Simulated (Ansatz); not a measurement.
# YCl: phonons and Grüneisen parameters

How does the lattice vibrate, and how do the modes shift with volume? Displacements sample a 1×1×1 mesh. Runs: cell and atoms relaxed (PAW); volume scaled by 0.980, atoms relaxed (PAW); volume scaled by 1.020, atoms relaxed (PAW); reference run (PAW); volume scaled by 0.980 (PAW); volume scaled by 1.020 (PAW); mode Grüneisen parameters (PAW).

Computed with Ansatz 0.2.0 (DFT PBEsol, frozen-core PAW, scalar-relativistic unless said, unless a step's input says otherwise).

1 further run of the same task is left out (it didn't finish). Runs told in other sessions of the task aren't counted.

## (1) The system as given

The structure is trigonal, space group R-3m (No. 166). Conventional cell: a = 3.752 Å, b = 3.752 Å, c = 27.525 Å, α = 90.00°, β = 90.00°, γ = 120.00°. Around Y (site symmetry 3m) lie 3 Cl at 2.75 Å. Around Cl (site symmetry 3m) lie 3 Y at 2.75 Å.

Coordinates:

```xyz
4
Lattice="1.8761 1.0832 9.1750 -1.8761 1.0832 9.1750 0.0000 -2.1664 9.1750" Properties=species:S:1:pos:R:3 pbc="T T T"
Y     0.0000    0.0000    5.9682
Y     0.0000    0.0000   21.5568
Cl    0.0000    0.0000   10.6880
Cl    0.0000    0.0000   16.8370
```

Cartesian axes are those of the input's lattice vectors. The structure goes back to a database entry.

## (2) Cell and atoms relaxed, PAW

Input file input.yaml:

```yaml
crystal:
  lattice:
    - [1.87615, 1.08319570754, 9.175]
    - [-1.87615, 1.08319570754, 9.175]
    - [0.0, -2.16639141508, 9.175]
  atoms:
    - { symbol: "Y", position: [0.21683, 0.21683, 0.21683] }
    - { symbol: "Y", position: [0.78317, 0.78317, 0.78317] }
    - { symbol: Cl, position: [0.3883, 0.3883, 0.3883] }
    - { symbol: Cl, position: [0.6117, 0.6117, 0.6117] }
kpoints:
  mp_grid: { grid: [10, 10, 10] }
scf:
  occupations: { method: fermi_dirac, width: 0.1 }
hamiltonian:
  xc: pbesol
  pseudopotentials: { kind: paw }
relax:
  f_tol: 0.002
  max_steps: 80
  cell: {}
output:
  forces: true
  stress: true
```

On the command line:

```bash
ansatz run input.yaml --threads 1 --pin off --max-ram 3072MiB --backend cpu --events-out ev --progress --plain --runs-dir out
```

## (4) Volume scaled by 0.980, atoms relaxed, PAW

Input file input.yaml:

```yaml
crystal:
  lattice:
    - [1.83165113179, 1.057504274, 9.56404033404]
    - [-1.83165113179, 1.057504274, 9.56404033404]
    - [0.0, -2.115008548, 9.56404033404]
  atoms:
    - { symbol: "Y", position: [0.215315208364, 0.215315208364, 0.215315208364] }
    - { symbol: "Y", position: [0.784684791636, 0.784684791636, 0.784684791636] }
    - { symbol: Cl, position: [0.391649889054, 0.391649889054, 0.391649889054] }
    - { symbol: Cl, position: [0.608350110946, 0.608350110946, 0.608350110946] }
kpoints:
  mp_grid: { grid: [10, 10, 10] }
scf:
  occupations: { method: fermi_dirac, width: 0.1 }
hamiltonian:
  xc: pbesol
  pseudopotentials: { kind: paw }
relax:
  f_tol: 0.002
  max_steps: 80
output:
  forces: true
  stress: true
```

## (5) Volume scaled by 1.020, atoms relaxed, PAW

input.yaml: that of step 4 with these lines changed.

```diff
@@ -2,5 +2,5 @@
   lattice:
-    - [1.83165113179, 1.057504274, 9.56404033404]
-    - [-1.83165113179, 1.057504274, 9.56404033404]
-    - [0.0, -2.115008548, 9.56404033404]
+    - [1.85623998712, 1.07170065624, 9.69243203487]
+    - [-1.85623998712, 1.07170065624, 9.69243203487]
+    - [0.0, -2.14340131248, 9.69243203487]
   atoms:
```

## (6) Reference run, PAW

input.yaml: that of step 5 with these lines changed.

```diff
@@ -2,5 +2,5 @@
   lattice:
-    - [1.85623998712, 1.07170065624, 9.69243203487]
-    - [-1.85623998712, 1.07170065624, 9.69243203487]
-    - [0.0, -2.14340131248, 9.69243203487]
+    - [1.84402752837, 1.0646497899, 9.6286641885]
+    - [-1.84402752837, 1.0646497899, 9.6286641885]
+    - [0.0, -2.1292995798, 9.6286641885]
   atoms:
@@ -17,7 +17,3 @@
   pseudopotentials: { kind: paw }
-relax:
-  f_tol: 0.002
-  max_steps: 80
-output:
-  forces: true
-  stress: true
+phonons:
+  supercell: [1, 1, 1]
```

## (7) Volume scaled by 0.980, PAW

Input file input.yaml:

```yaml
crystal:
  lattice:
    - [1.83165113179, 1.057504274, 9.56404033404]
    - [-1.83165113179, 1.057504274, 9.56404033404]
    - [0.0, -2.115008548, 9.56404033404]
  atoms:
    - { symbol: "Y", position: [0.215706343811, 0.215706343811, 0.215706343811] }
    - { symbol: "Y", position: [0.784293656189, 0.784293656189, 0.784293656189] }
    - { symbol: Cl, position: [0.390462612861, 0.390462612861, 0.390462612861] }
    - { symbol: Cl, position: [0.609537387139, 0.609537387139, 0.609537387139] }
kpoints:
  mp_grid: { grid: [10, 10, 10] }
scf:
  occupations: { method: fermi_dirac, width: 0.1 }
hamiltonian:
  xc: pbesol
  pseudopotentials: { kind: paw }
phonons:
  supercell: [1, 1, 1]
```

## (8) Volume scaled by 1.020, PAW

Input file input.yaml:

```yaml
crystal:
  lattice:
    - [1.85623998712, 1.07170065624, 9.69243203487]
    - [-1.85623998712, 1.07170065624, 9.69243203487]
    - [0.0, -2.14340131248, 9.69243203487]
  atoms:
    - { symbol: "Y", position: [0.214931932629, 0.214931932629, 0.214931932629] }
    - { symbol: "Y", position: [0.785068067371, 0.785068067371, 0.785068067371] }
    - { symbol: Cl, position: [0.392825947526, 0.392825947526, 0.392825947526] }
    - { symbol: Cl, position: [0.607174052474, 0.607174052474, 0.607174052474] }
kpoints:
  mp_grid: { grid: [10, 10, 10] }
scf:
  occupations: { method: fermi_dirac, width: 0.1 }
hamiltonian:
  xc: pbesol
  pseudopotentials: { kind: paw }
phonons:
  supercell: [1, 1, 1]
```

(Steps that only read results are left out.)

What does the calculation give? Wanted: highest mode on the mesh, without the LO shift; optical modes at Γ.

**Answer**, as computed:

```
                                            quantity                                                              value
highest mode on the mesh, without the LO shift (PAW)                                                           268 cm⁻¹
                                  optical modes at Γ  57 (Eg), 117 (A1g), 144 (Eu), 149 (Eg), 247 (A2u), 268 (A1g) cm⁻¹
             mean Grüneisen parameter at 300 K (PAW)                                                               0.34
```

In words: No mode at Γ is unstable, and no other wavevector was sampled; the highest lies at 268 cm⁻¹ by PAW. Weighted by heat capacity at 300 K the mean Grüneisen parameter of the sampled modes is 0.34; optical modes at Γ alone don't fix the expansion. Some modes have negative γ and soften under compression. Each set of modes is computed in the harmonic approximation. Cautions: frozen-core PAW files fitted under PBE, their cores solved anew for the functional of the run; responses of metals move with mesh and smearing; no dispersion correction, so the spacing and stiffness between layers or molecules are uncertain; zone-boundary modes aren't tested.
